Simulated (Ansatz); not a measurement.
# Ca3SbP: the cost of one run

Program: Ansatz 0.2.0. Level of theory: DFT LDA, scalar-relativistic, plane waves, PAW. These are calculated values, not measurements.

**1. The starting structure**

It takes space group Pm-3m (No. 221, cubic). Conventional cell: a = 5.382 Å, b = 5.382 Å, c = 5.382 Å, α = 90.00°, β = 90.00°, γ = 90.00°. Around Ca (site symmetry 4/mmm) lie 2 P at 2.69 Å. Sb (site symmetry m-3m) is surrounded by 12 Ca at 3.81 Å. P (site symmetry m-3m) is surrounded by 6 Ca at 2.69 Å.

As a file:

```xyz
5
Lattice="5.3824 0.0000 0.0000 0.0000 5.3824 0.0000 0.0000 0.0000 5.3824" Properties=species:S:1:pos:R:3 pbc="T T T"
Ca    0.0000    2.6912    2.6912
Ca    2.6912    0.0000    2.6912
Ca    2.6912    2.6912    0.0000
Sb    0.0000    0.0000    0.0000
P     2.6912    2.6912    2.6912
```

The structure comes from the Materials Project (structure only).

**2. Quick check of gap, pressure and forces**

input.yaml reads:

```yaml
crystal:
  lattice:
    - [5.38244377, 0.0, 0.0]
    - [0.0, 5.38244377, 0.0]
    - [0.0, 0.0, 5.38244377]
  atoms:
    - { symbol: Ca, position: [0.0, 0.5, 0.5] }
    - { symbol: Ca, position: [0.5, 0.0, 0.5] }
    - { symbol: Ca, position: [0.5, 0.5, 0.0] }
    - { symbol: Sb, position: [0.0, 0.0, 0.0] }
    - { symbol: P, position: [0.5, 0.5, 0.5] }
basis:
  ecutwfc: 420
kpoints:
  mp_grid: { grid: [4, 4, 4] }
hamiltonian:
  xc: lda
scf:
  occupations: { method: gaussian, width: 0.1 }
output:
  forces: true
  stress: true
  eigenvalues: true
```

Launch:

```bash
$ ansatz run input.yaml --threads 1 --pin off --max-ram 1228MiB --backend cpu --events-out ev --progress --plain --runs-dir out
```

What time and memory should one allow on 1 thread of Arm Neoverse N1, shared host?

About 5.9 s, with a peak of 0.42 GiB.
